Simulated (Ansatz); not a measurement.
# As₂H₃ (doublet): wave-function methods side by side at distance As1–As2 = 1.913 Å, cc-pVDZ

Aim: climb from Hartree-Fock through coupled cluster and multireference methods for As₂H₃ (doublet) at one geometry and basis, and see what each rung misses.

Program: Ansatz 0.2.0, Gaussian basis. Level of theory: cc-pVDZ, core rule «outside noble gas», up to 28 orbitals frozen. These are calculated values, not measurements.

The runs, in order: UHF; CCSD(T) on ROHF; CCSD(T) on UHF; BCCD(T) on ROHF; CISD; CCSDT(Q) on ROHF; CCSDT(Q) on UHF; CASSCF and MRCISD+Q, 3 electrons in 3 orbitals; CASSCF and NEVPT2, 3 electrons in 3 orbitals.

34 further runs of the same task are left out: 5 for a known fault of the program, 22 that didn't finish, 7 set aside as unsound or not needed.

**1. The geometry**

The geometry derives from a PBE0/def2-TZVP stationary point (not a proven minimum). One bond is set to the value named and the two fragments are kept rigid. No spin-orbit coupling is included. The filled d shell of As may be among the frozen orbitals whatever the setting's name suggests; the logs give the count.

5 atoms, charge 0, spin multiplicity 2.

Atoms are counted from 1 here; the program's logs count them from 0.

Bond lengths: As1–As2 1.913 Å, As1–H3 1.524 Å, As1–H4 1.522 Å, As2–H5 1.528 Å. Angles: As2–As1–H3 95.2°, As2–As1–H4 93.7°, H3–As1–H4 92.9°, As1–As2–H5 90.7°.

**2. UHF**

Input file in.yaml:

```yaml
crystal:
  periodic: [false, false, false]
  atoms:
    - {symbol: As, position_ang: [0.038104, 0.021288, 0.947857]}
    - {symbol: As, position_ang: [-0.013654, -0.032889, -0.963675]}
    - {symbol: H, position_ang: [-1.302369, 0.728981, 1.101462]}
    - {symbol: H, position_ang: [-0.585780, -1.358509, 1.100889]}
    - {symbol: H, position_ang: [0.070807, 1.491864, -1.026578]}
basis:
  gaussian: {orbitals: cc-pVDZ}
magnetization: {spin_polarized: true, initial_magnetization: 1}
hamiltonian: {xc: hf}
output: {orbitals: {seedname: orbitals}}
```

Command:

```bash
$ ansatz run in.yaml --threads 1 --pin off --events-out ev --progress --plain --max-ram 2393MiB
```

The runs that follow: CCSD(T) on ROHF; CCSD(T) on UHF; BCCD(T) on ROHF; CISD; CCSDT(Q) on ROHF; CCSDT(Q) on UHF; CASSCF and MRCISD+Q, 3 electrons in 3 orbitals; CASSCF and NEVPT2, 3 electrons in 3 orbitals.

**Question.** What will the summary of the whole plan be? Wanted: UCCSDT(Q) below the RHF energy; RMP2 from UCCSDT(Q); UMP2 from UCCSDT(Q); RCCSD from UCCSDT(Q); RCCSD(T) from UCCSDT(Q); UCCSD(T) from UCCSDT(Q); RCCSDT(Q) from UCCSDT(Q); NEVPT2 pair from UCCSDT(Q); MRCISD+Q pair from UCCSDT(Q).

As calculated:

| quantity | value |
| --- | --- |
| UCCSDT(Q) below the RHF energy | -6.9847 eV |
| RMP2 from UCCSDT(Q) | +27.89 kcal/mol |
| UMP2 from UCCSDT(Q) | +28.24 kcal/mol |
| RCCSD from UCCSDT(Q) | +5.38 kcal/mol |
| RCCSD(T) from UCCSDT(Q) | +0.89 kcal/mol |
| UCCSD(T) from UCCSDT(Q) | +0.85 kcal/mol |
| RCCSDT(Q) from UCCSDT(Q) | +0.05 kcal/mol |
| NEVPT2 pair from UCCSDT(Q) | +28.22 kcal/mol |
| MRCISD+Q pair from UCCSDT(Q) | +1.91 kcal/mol |
| levels within 1 kcal/mol (43 meV) | RCCSD(T), UCCSD(T), BCCD(T), RCCSDT, UCCSDT, RCCSDT(Q) |
| T1 diagnostic | 0.020 |

In words: RCCSD(T) misses by +0.89 kcal/mol, 0.5 % of the correlation energy. Of the multireference levels listed MRCISD+Q pair comes nearest in total energy (+1.91 kcal/mol), which doesn't show that its space is the better one. These misses are within one basis, not against nature; the frozen cores of restricted and unrestricted runs differ, which can shift their rows.
